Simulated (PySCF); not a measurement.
# C5H6F2: geometry, spin-spin couplings

What spin-spin couplings should C5H6F2 (`C=CC(=C)C(F)F`) show?

Computed with PySCF 2.14.0, with density-fitted response routines of our own, on a single molecule in the gas phase. Atoms are numbered from 0 throughout.

### Step 1. The starting structure

13 atoms, charge 0, multiplicity 1; geometry from: GFN2-xTB. The atoms were then displaced at random by about 0.01 Å, so the start is not that level's minimum.

Bonds of the start (Å): C0–C1 1.32, C1–C2 1.47, C2–C3 1.31, C2–C4 1.50, C4–F5 1.35, C4–F6 1.37, C0–H7 1.11, C0–H8 1.06, C1–H9 1.09, C3–H10 1.06, C3–H11 1.10, C4–H12 1.10.

### Step 2. Geometry optimisation at PBE0-D3(BJ)/def2-SVP

What the job is given:

```
{"job": {"xc": "PBE0", "basis": "def2-SVP", "d3": "d3bj", "grid": 1, "shake": 0.01, "kind": "geom"}, "charge": 0, "multiplicity": 1}
C      1.835810     0.804520     0.078440
C      1.130290    -0.229680     0.506130
C     -0.323740    -0.421110     0.404090
C     -0.881400    -1.480730     0.926620
C     -1.099660     0.642260    -0.313760
F     -2.403440     0.313800    -0.446920
F     -1.083160     1.816950     0.391170
H      1.363140     1.681230    -0.404360
H      2.881170     0.894970     0.216180
H      1.657050    -1.040220     1.003730
H     -0.365440    -2.253710     1.446080
H     -1.973820    -1.617250     0.867030
H     -0.730980     0.872080    -1.320540
```

Launch:

```bash
OMP_NUM_THREADS=1 python probes_run.py task.json out
```

This one command runs all jobs of the session in turn.

**Question.** This job is followed by: B3LYP/6-31G* indirect spin-spin coupling, non-relativistic, gas phase. Predict these results of the whole session: point group; rotational constants (main isotopes); largest coupling of the table (B3LYP/6-31G*).

The runs gave:

```
                                    quantity                    value
                                 point group                       C1
        rotational constants (main isotopes)     3.84, 2.32, 1.56 GHz
largest coupling of the table (B3LYP/6-31G*)  2J(F,F) F5–F6, 303.5 Hz
```

**Reading.** Relaxing lowered the energy by 0.147 eV in 7 steps; the close pair that moved most is C2–C3, from 1.306 to 1.341 Å. Of the pairs tabulated at B3LYP/6-31G*, F5–F6 couples most strongly (303.5 Hz; Fermi contact 109.1 Hz). Couplings across rotatable bonds belong to this one conformer; where others are populated, the observed values are averages. Density functionals describe couplings to fluorine poorly, F–F couplings above all, so those rows are rough. Couplings from bases without tight functions are rough.
